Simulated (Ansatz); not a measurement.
**C₂H₃F₂GeN: a ladder of functionals and wavefunction methods**

The task here is to estimate one member of a computed series from the others.

Computed with Ansatz 0.2.0, Gaussian basis. Level: functionals in def2-TZVPP, the program's frozen cores in correlated methods.

Plan: LDA (SPW92), PBE-D4, revPBE-D4, BLYP-D4, r2SCAN-D4, B97M-V, PBE0-D4, B3LYP-D4, r2SCANh-D4, r2SCAN0-D4, HSE06-D4, BHLYP-D4, CAM-B3LYP-D4, LC-ωPBE, ωB97X-V, ωB97M-V, B2PLYP, PBE-QIDH; CCSD(T)/def2-SVP; CCSD(T)/def2-TZVPP; MP2/def2-QZVPP; extrapolation to the limit; RPA on PBE.

### The relaxed structure

An earlier PBE0-D4 in a triple-zeta def2 set relaxation fixed the geometry.

SMILES `[CH3][Ge]([F])([F])[C]#N`, 9 atoms, charge 0, spin multiplicity 1.

Atoms are counted from 1 here; the program's logs count them from 0.

Bond lengths: C1–Ge2 1.912 Å, C1–H7 1.090 Å, C1–H8 1.090 Å, C1–H9 1.090 Å, Ge2–F3 1.717 Å, Ge2–F4 1.717 Å, Ge2–C5 1.918 Å, C5–N6 1.151 Å. Angles: Ge2–C1–H7 109.5°, Ge2–C1–H8 109.5°, Ge2–C1–H9 109.0°, H7–C1–H8 109.5°, H7–C1–H9 109.6°, H8–C1–H9 109.6°, C1–Ge2–F3 111.9°, C1–Ge2–F4 111.9°, C1–Ge2–C5 115.7°, F3–Ge2–F4 105.4°, F3–Ge2–C5 105.6°, F4–Ge2–C5 105.6°, Ge2–C5–N6 176.6°.

Set-up of the first run:

The input, in.yaml:

```yaml
crystal:
  periodic: [false, false, false]
  atoms:
    - {symbol: C, position_ang: [-0.511967, -0.959531, 0.806556]}
    - {symbol: Ge, position_ang: [0.477395, 0.042375, -0.486385]}
    - {symbol: F, position_ang: [2.166934, -0.020434, -0.188090]}
    - {symbol: F, position_ang: [0.271229, -0.580651, -2.072829]}
    - {symbol: C, position_ang: [0.042905, 1.906886, -0.603510]}
    - {symbol: N, position_ang: [-0.263795, 3.015687, -0.624065]}
    - {symbol: H, position_ang: [-0.337231, -0.545341, 1.799537]}
    - {symbol: H, position_ang: [-1.575099, -0.907553, 0.571724]}
    - {symbol: H, position_ang: [-0.181871, -1.997838, 0.780061]}
basis:
  gaussian: {orbitals: def2-TZVPP}
hamiltonian: {xc: lda}
output: {orbitals: {seedname: orbitals}}
```

Command:

```bash
$ ansatz run in.yaml --threads 4 --pin off --events-out ev --progress --plain --max-ram 10444MiB
```

Among the steps run: LDA; PBE-D4 (GGA); revPBE-D4 (GGA); BLYP-D4 (GGA); r2SCAN-D4 (meta-GGA); B97M-V (meta-GGA); B3LYP-D4 (hybrid); r2SCANh-D4 (hybrid); r2SCAN0-D4 (hybrid); HSE06-D4 (hybrid); BHLYP-D4 (hybrid); CAM-B3LYP-D4 (range-separated); LC-ωPBE (range-separated); ωB97X-V (range-separated); ωB97M-V (range-separated); B2PLYP (double hybrid); PBE-QIDH (double hybrid).

One of the session's tables, all rows but one given; the rest of the session is left out.

```
  functional  HOMO (eV)  gap (eV)
 LDA (SPW92)      -8.90      6.53
      PBE-D4      -8.72      6.67
   revPBE-D4      -8.65      6.73
     BLYP-D4      -8.64      6.72
   r2SCAN-D4      -9.15      7.29
      B97M-V      -9.24      7.45
     PBE0-D4     -10.35      9.26
    B3LYP-D4     -10.09      8.76
  r2SCANh-D4      -9.75      8.24
  r2SCAN0-D4     -10.58      9.61
    HSE06-D4      -9.94      8.47
    BHLYP-D4          ?         ?
CAM-B3LYP-D4     -11.79     11.82
     LC-ωPBE     -13.17     14.44
     ωB97X-V     -12.77     13.94
     ωB97M-V     -12.65     13.69
```

**Question.** Estimate the row for BHLYP-D4.

Worked estimate for «HOMO (eV)». Against the share of exact exchange, BLYP-D4 (0, -8.64), B3LYP-D4 (0.2, -10.09) give a slope of -7.25 per unit share; at 0.5 the line stands at -12.26.

As computed: HOMO (eV): -11.64; gap (eV): 11.59. In «HOMO (eV)» the line misses by -0.62.
